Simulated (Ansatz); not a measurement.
**GeH5 (doublet): the correlation ladder at distance Ge1–H5 along a hydrogen transfer = 2.193 Å, cc-pVDZ**

Aim: climb from Hartree-Fock through coupled cluster and multireference methods for GeH5 (doublet) at one geometry and basis, and see what each rung misses.

The runs use Ansatz 0.2.0, Gaussian basis; cc-pVDZ, core rule «outside noble gas», up to 14 orbitals frozen.

The runs, in order: UHF; CCSD(T) on ROHF; CCSD(T) on UHF; BCCD(T) on ROHF; CISD; CCSDT(Q) on ROHF; CCSDT(Q) on UHF; CASSCF and MRCISD+Q, 3 electrons in 3 orbitals; CASSCF and NEVPT2, 3 electrons in 3 orbitals; CASSCF and MRCISD+Q, 9 electrons in 9 orbitals; CASSCF and MRCISD+Q(relaxed), 9 electrons in 9 orbitals; CASSCF and NEVPT2, 9 electrons in 9 orbitals.

10 further runs of the same task are left out: 2 for a mislabelled method, 5 that didn't finish, 3 set aside as unsound or not needed.

### Step 1. What is computed

The geometry derives from fragments relaxed apart (PBE0/def2-TZVP) and kept rigid, so it is no stationary point. A hydrogen atom is moved between rigid fragments. No spin-orbit coupling is included. The filled d shell of Ge may be among the frozen orbitals whatever the setting's name suggests; the logs give the count.

6 atoms, charge 0, spin multiplicity 2.

Atoms are counted from 1 here; the program's logs count them from 0.

Bond lengths: Ge1–H2 1.534 Å, Ge1–H3 1.534 Å, Ge1–H4 1.534 Å, H5–H6 0.745 Å. Angles: H2–Ge1–H3 109.5°, H2–Ge1–H4 109.5°, H3–Ge1–H4 109.5°.

### Step 2. UHF

Contents of in.yaml:

```yaml
crystal:
  periodic: [false, false, false]
  atoms:
    - {symbol: Ge, position_ang: [-0.046669, 0.000000, 0.000000]}
    - {symbol: H, position_ang: [-0.558119, 1.446599, 0.000000]}
    - {symbol: H, position_ang: [-0.558118, -0.723300, 1.252791]}
    - {symbol: H, position_ang: [-0.558119, -0.723299, -1.252792]}
    - {symbol: H, position_ang: [2.146331, 0.000000, 0.000000]}
    - {symbol: H, position_ang: [2.891331, 0.000000, 0.000000]}
basis:
  gaussian: {orbitals: cc-pVDZ}
magnetization: {spin_polarized: true, initial_magnetization: 1}
hamiltonian: {xc: hf}
output: {orbitals: {seedname: orbitals}}
```

Run with:

```
$ ansatz run in.yaml --threads 1 --pin off --events-out ev --progress --plain --max-ram 2393MiB
```

The runs that follow: CCSD(T) on ROHF; CCSD(T) on UHF; BCCD(T) on ROHF; CISD; CCSDT(Q) on ROHF; CCSDT(Q) on UHF; CASSCF and MRCISD+Q, 3 electrons in 3 orbitals; CASSCF and NEVPT2, 3 electrons in 3 orbitals; CASSCF and MRCISD+Q, 9 electrons in 9 orbitals; CASSCF and MRCISD+Q(relaxed), 9 electrons in 9 orbitals; CASSCF and NEVPT2, 9 electrons in 9 orbitals.

Before running them: what should the planned runs give, taken together? Wanted: UCCSDT(Q) below the RHF energy; RMP2 from UCCSDT(Q); UMP2 from UCCSDT(Q); RCCSD from UCCSDT(Q); RCCSD(T) from UCCSDT(Q); UCCSD(T) from UCCSDT(Q); RCCSDT(Q) from UCCSDT(Q); NEVPT2 pair from UCCSDT(Q); NEVPT2 valence from UCCSDT(Q).

**Answer**, as computed:

| quantity | value |
| --- | --- |
| UCCSDT(Q) below the RHF energy | -4.3643 eV |
| RMP2 from UCCSDT(Q) | +1010.7 meV |
| UMP2 from UCCSDT(Q) | +1003.4 meV |
| RCCSD from UCCSDT(Q) | +89.6 meV |
| RCCSD(T) from UCCSDT(Q) | +22.7 meV |
| UCCSD(T) from UCCSDT(Q) | +19.0 meV |
| RCCSDT(Q) from UCCSDT(Q) | +4.0 meV |
| NEVPT2 pair from UCCSDT(Q) | +967.5 meV |
| NEVPT2 valence from UCCSDT(Q) | +803.9 meV |
| MRCISD+Q valence from UCCSDT(Q) | +10.4 meV |
| levels within 1 kcal/mol (43 meV) | RCCSD(T), UCCSD(T), BCCD(T), RCCSDT, UCCSDT, RCCSDT(Q), MRCISD+Q valence, MRCISD+Q(relaxed) valence |
| T1 diagnostic | 0.015 |
| effectively unpaired electrons | 1.02 |

In words: RCCSD(T) misses by +22.7 meV, 0.5 % of the correlation energy. One determinant dominates. Of the multireference levels listed MRCISD+Q valence comes nearest in total energy (+10.4 meV), which doesn't show that its space is the better one. These misses are within one basis, not against nature; the frozen cores of restricted and unrestricted runs differ, which can shift their rows.
